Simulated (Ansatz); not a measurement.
# Al2O (Fm-3m): convergence test of the plane-wave cutoff, by script

How high a cutoff does Al2O (Fm-3m) need? Aim: a convergence test of the plane-wave cutoff, for Al2O (Fm-3m), run from a script.

Computed with Ansatz 0.2.0 through its Python package. Level of theory: DFT r2SCAN+D3(BJ) with three-body term, plane waves, PAW.

## (1) Starting point

The structure is cubic, space group Fm-3m (No. 225). Conventional cell: a = 5.691 Å, b = 5.691 Å, c = 5.691 Å, α = 90.00°, β = 90.00°, γ = 90.00°. Al (site symmetry -43m) has 4 O at 2.46 Å as nearest neighbours. Around O (site symmetry m-3m) lie 8 Al at 2.46 Å.

No structure file is read: the coordinates are typed or built in the script.

## (2) Script

Contents of al2o.py:

```python
# -*- coding: utf-8 -*-
import csv

import ansatz

xtal = (
    ansatz.Lattice.fcc(5.69142)
    .space_group(225)
    .atom("Al", (0.25, 0.75, 0.75))
    .atom("O", (0.0, 0.0, 0.0))
    .primitive()
)

base = (
    xtal.calculation()
    .functional("r2scan", dispersion="d3bjatm")
    .kpoints(8)
    .occupations("fermi_dirac", width=0.15)
    .stress()
)

rows = []
for value in [300, 400, 500, 600, 700, 800]:
    summary = base.basis(value).run(threads=1).report
    rows.append((value, summary["free_energy_ev"] / len(summary["lattice"]["sites"]), summary["n_iterations"], sum(summary["stress_gpa"][i][i] for i in range(3)) / 3, summary["n_pw"]))

with open("ecut.csv", "w", newline="") as handle:
    writer = csv.writer(handle)
    writer.writerow(["cutoff (eV)", "F/atom (eV)", "iterations", "P (GPa)", "plane waves"])
    writer.writerows([round(v, 5) if isinstance(v, float) else v for v in row] for row in rows)

for row in rows[:-1]:
    shift = 1000 * (row[1] - rows[-1][1])
    print(f"{row[0]}: {shift:+.2f} meV/atom" + ("  (within 5 meV)" if abs(shift) < 5 else ""))
```

## (3) What the engine is handed

The package turns the script's settings into the engine's input (first run):

```yaml
crystal:
  lattice:
    bravais: fcc
    a: 5.69142
  space_group: 225
  atoms:
    - { symbol: Al, position: [0.25, 0.75, 0.75] }
    - { symbol: O, position: [0.0, 0.0, 0.0] }
  reduce_to_primitive: true
basis:
  ecutwfc: 300.0
kpoints:
  mp_grid:
    grid: [8, 8, 8]
hamiltonian:
  xc: r2scan
  dispersion: d3bjatm
scf:
  occupations:
    method: fermi_dirac
    width: 0.15
output:
  stress: true
```

## (4) Launch

Launch:

```
> python al2o.py
```

The program printed:

```text
DeckWarning: basis.ecutwfc = 300 eV is below the records' recommended 500 eV, and the density's cutoff is lower with it unless basis.ecutrho_ratio is high enough to keep the records' density cutoff: compare with a run at a higher cutoff
DeckWarning: basis.ecutwfc = 400 eV is below the records' recommended 500 eV, and the density's cutoff is lower with it unless basis.ecutrho_ratio is high enough to keep the records' density cutoff: compare with a run at a higher cutoff
300: +146.54 meV/atom
400: +5.43 meV/atom
500: +1.60 meV/atom  (within 5 meV)
600: +0.60 meV/atom  (within 5 meV)
700: +0.20 meV/atom  (within 5 meV)
```

(Warnings from the package without file and line.)

Wall time 20 s (1 thread of Arm Neoverse V2, shared host); peak memory 0.67 GiB.

ecut.csv, as written:

```csv
cutoff (eV),F/atom (eV),iterations,P (GPa),plane waves
300,-548.61873,8,-1.64653,537
400,-548.75984,8,-2.344,869
500,-548.76367,8,-2.36765,1211
600,-548.76467,8,-2.38274,1471
700,-548.76507,8,-2.38289,1917
800,-548.76527,8,-2.38157,2421
```

## (5) What changed from run to run

The engine's inputs for some of the other runs:

Run 2, against run 1:

```diff
@@ -11 +11 @@
-  ecutwfc: 300.0
+  ecutwfc: 400.0
```

Run 4, against run 1:

```diff
@@ -11 +11 @@
-  ecutwfc: 300.0
+  ecutwfc: 600.0
```

Run 5, against run 1:

```diff
@@ -11 +11 @@
-  ecutwfc: 300.0
+  ecutwfc: 700.0
```

## (6) The engine's runs

One row for each of the 6 runs:

```
run  cutoff (eV)  energy from run 6 (meV/atom)  pressure (GPa)  SCF cycles  CPU time (s)
  1          300                        146.54           -1.65           8           1.5
  2          400                          5.43           -2.34           8           2.1
  3          500                          1.60           -2.37           8           2.4
  4          600                          0.60           -2.38           8             4
  5          700                          0.20           -2.38           8           4.1
  6          800                          0.00           -2.38           8           4.9
```

Energies are free energies F = E - TS of the smeared occupations. 

## (7) What came out

| quantity | value |
| --- | --- |
| runs compared | 6 |
| last run but one, from the last | +0.20 meV/atom |
| within 5 meV/atom of the last run from | 500 |

Runs 1, 2: each has a cutoff under the recommended one, so what rests on them isn't a property of the system. From 500 eV on it stays within 5 meV an atom of the value at 800 eV; the first row (300 eV) is off by 146.5 meV and the last but one by 0.20 meV. The energy falls steadily, as expected when plane waves are added. The pressure moves from -1.65 to -2.38 GPa (the program's stress holds a Pulay correction, so it settles early). Reading the output:
- The mesh is modest for a metal, so energies can be off by several to tens of meV an atom and pressures by half a GPa or more; differences at equal mesh fare better.
- The smearing is wide enough that free energy and stress hold a thermal part of the electrons.
- Pressure is positive in compression.
- The structure comes from a database of computed cells and needn't be a stable or known phase.
- Shifts are counted from the last row, which is itself no proven limit.
